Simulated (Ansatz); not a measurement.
# Cl3F3H2W: the cost of one run

All numbers below are computed with Ansatz 0.2.0 (RHF/def2-SVP).

## 1. The system as given

Bond lengths: W1–F2 2.200 Å, W1–Cl3 2.390 Å, W1–F4 1.850 Å, W1–Cl5 2.390 Å, W1–Cl6 2.390 Å, W1–F7 1.850 Å, W1–H8 2.020 Å, W1–H9 2.156 Å. Angles (14 of 28 angles, heavy atoms first): F2–W1–Cl3 90.0°, F2–W1–F4 90.0°, F2–W1–Cl5 90.0°, F2–W1–Cl6 90.0°, F2–W1–F7 180.0°, Cl3–W1–F4 90.0°, Cl3–W1–Cl5 180.0°, Cl3–W1–Cl6 90.0°, Cl3–W1–F7 90.0°, F4–W1–Cl5 90.0°, F4–W1–Cl6 180.0°, F4–W1–F7 90.0°, Cl5–W1–Cl6 90.0°, Cl5–W1–F7 90.0°.

As a file:

```xyz
9

W     0.0000    0.0000    0.0000
F     0.0000    0.0000    2.2000
Cl    2.3900    0.0000    0.0000
F     0.0000    1.8500    0.0000
Cl   -2.3900    0.0000    0.0000
Cl    0.0000   -2.3900    0.0000
F     0.0000    0.0000   -1.8500
H     1.3231   -1.3871    0.6370
H     0.9736   -1.0208    1.6302
```

## 2. A restrained relaxation towards end A

Springs on the bonds that form and break draw the guess towards this end; the thresholds are loose.

Contents of input.yaml:

```yaml
crystal:
  periodic: [false, false, false]
  atoms:
    - { symbol: W, position_ang: [0.0, 0.0, 0.0] }
    - { symbol: F, position_ang: [0.0, 0.0, 2.2] }
    - { symbol: Cl, position_ang: [2.39, 0.0, 0.0] }
    - { symbol: F, position_ang: [0.0, 1.85, 0.0] }
    - { symbol: Cl, position_ang: [-2.39, 0.0, 0.0] }
    - { symbol: Cl, position_ang: [0.0, -2.39, 0.0] }
    - { symbol: F, position_ang: [0.0, 0.0, -1.85] }
    - { symbol: H, position_ang: [1.3231, -1.3871, 0.637] }
    - { symbol: H, position_ang: [0.9736, -1.0208, 1.6302] }
basis:
  gaussian: { orbitals: def2-SVP }
hamiltonian:
  xc: hf
relax:
  f_tol: 0.15
  max_steps: 25
  restrain:
    - { distance: [0, 7], at: 2.92, k: 30.0 }
    - { distance: [8, 1], at: 2.12, k: 30.0 }
    - { distance: [0, 1], at: 1.85, k: 30.0 }
    - { distance: [8, 7], at: 0.66, k: 30.0 }
```

The run is started by

```bash
$ ansatz run input.yaml --threads 4 --pin off --max-ram 5120MiB --backend cpu --events-out ev --progress --plain --runs-dir out
```

What time and memory should one allow on 4 threads of Arm Neoverse V1, shared host?

About 22 s, with a peak of 0.42 GiB.
